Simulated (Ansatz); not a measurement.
# B₃H₃O₃: basis-set convergence

One table from this session's results is given with a row withheld; the runs are named, their logs left out.

The runs use Ansatz 0.2.0, Gaussian basis; one geometry, several basis sets.

Plan: PBE0-D4/def2-SVP; ωB97M-V/def2-SVP; PBE0-D4/def2-QZVPP; ωB97M-V/def2-QZVPP; CCSD(T)/cc-pV(D+d)Z; CCSD(T)/cc-pV(T+d)Z; CCSD(T)/cc-pV(Q+d)Z; the functionals' def2-TZVPP values are taken from earlier runs.

## Structure used throughout

All runs share one geometry, relaxed beforehand with PBE0-D4 in a triple-zeta def2 set.

SMILES `B1OBOBO1`, 9 atoms, charge 0, spin multiplicity 1.

Atoms are counted from 1 here; the program's logs count them from 0.

Bond lengths: B1–O2 1.372 Å, B1–O6 1.372 Å, B1–H7 1.190 Å, O2–B3 1.372 Å, B3–O4 1.372 Å, B3–H8 1.190 Å, O4–B5 1.372 Å, B5–O6 1.372 Å, B5–H9 1.190 Å. Angles: O2–B1–O6 119.7°, O2–B1–H7 120.2°, O6–B1–H7 120.2°, B1–O2–B3 120.3°, O2–B3–O4 119.7°, O2–B3–H8 120.2°, O4–B3–H8 120.2°, B3–O4–B5 120.3°, O4–B5–O6 119.7°, O4–B5–H9 120.2°, O6–B5–H9 120.2°, B1–O6–B5 120.3°.

Set-up of the first run:

The input, in.yaml:

```yaml
crystal:
  periodic: [false, false, false]
  atoms:
    - {symbol: B, position_ang: [1.301639, 0.115834, -0.424664]}
    - {symbol: O, position_ang: [0.612786, -1.053495, -0.624828]}
    - {symbol: B, position_ang: [-0.686877, -1.172741, -0.202251]}
    - {symbol: O, position_ang: [-1.297430, -0.115439, 0.423230]}
    - {symbol: B, position_ang: [-0.614765, 1.056905, 0.626925]}
    - {symbol: O, position_ang: [0.684640, 1.168930, 0.201589]}
    - {symbol: H, position_ang: [2.429291, 0.216204, -0.792630]}
    - {symbol: H, position_ang: [-1.281946, -2.188743, -0.377475]}
    - {symbol: H, position_ang: [-1.147348, 1.972536, 1.170107]}
basis:
  gaussian: {orbitals: def2-SVP}
hamiltonian: {xc: pbe0, dispersion: d4}
output: {orbitals: {seedname: orbitals}}
```

The run is started by

```sh
$ ansatz run in.yaml --threads 2 --pin off --events-out ev --progress --plain --max-ram 32768MiB --backend cpu
```

Steps of the session up to this table: PBE0-D4 in def2-SVP; ωB97M-V in def2-SVP; PBE0-D4 in def2-QZVPP; ωB97M-V in def2-QZVPP.

One table of the session follows, with a row left open; its other results are not shown here.

| functional | basis | HOMO (eV) |
| --- | --- | --- |
| PBE0-D4 | def2-SVP | ? |
| PBE0-D4 | def2-TZVPP | -9.65 |
| PBE0-D4 | def2-QZVPP | -9.66 |
| ωB97M-V | def2-SVP | -11.98 |
| ωB97M-V | def2-TZVPP | -12.04 |
| ωB97M-V | def2-QZVPP | -12.05 |

**Question.** Estimate the row for PBE0-D4, def2-SVP.

The run gave: HOMO (eV): -9.62. In the column «HOMO (eV)» it is the highest.
